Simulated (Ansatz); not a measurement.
Na2Sb under changes of volume

One of the cells (16.712 Å³/atom); the others are scaled copies at fixed shape and fractional positions:

```xyz
3
Lattice="3.2864 0.0000 0.0000 0.0000 3.2864 0.0000 0.0000 0.0000 4.6420" Properties=species:S:1:pos:R:3 pbc="T T T"
Na    1.6432    0.0000    2.3210
Na    0.0000    1.6432    2.3210
Sb    0.0000    0.0000    0.0000
```

The cell was built by a generator and needn't be a form met in nature.

- Program: Ansatz 0.2.0
- Functional: PBE
- Potentials or basis: all-electron LAPW, scalar-relativistic
- Cutoff: 259 eV (chosen from the basis error)
- Basis error allowed: 0.001 eV/atom
- k mesh: 8 × 8 × 6
- Occupations: fermi-dirac, width 0.05 eV
- Spin: no spin polarisation

| volume (Å³/atom) | energy over the lowest point (meV/atom) | pressure (GPa) |
| --- | --- | --- |
| 15.710 | ? | ? |
| 16.044 | 358.00 | 41.4 |
| 16.378 | 274.90 | 38.3 |
| 16.712 | 198.02 | 35.4 |
| 17.047 | 126.85 | 32.8 |
| 17.381 | 60.97 | 30.4 |
| 17.715 | 0.00 | 28.1 |

Q: What does the run at 15.710 Å³/atom give?

A: Energy over the lowest point 447.89 meV/atom; pressure 44.8 GPa.

Worked out: A Birch-Murnaghan fit of order 3 (a polynomial in V^(-2/3)) to the other rows has no minimum within the range. It gives 448.07 meV/atom at 15.710 Å³/atom, against the run's 447.89, and -dE/dV = 45.0 GPa, against 44.8.

Energies are extrapolated to zero smearing.
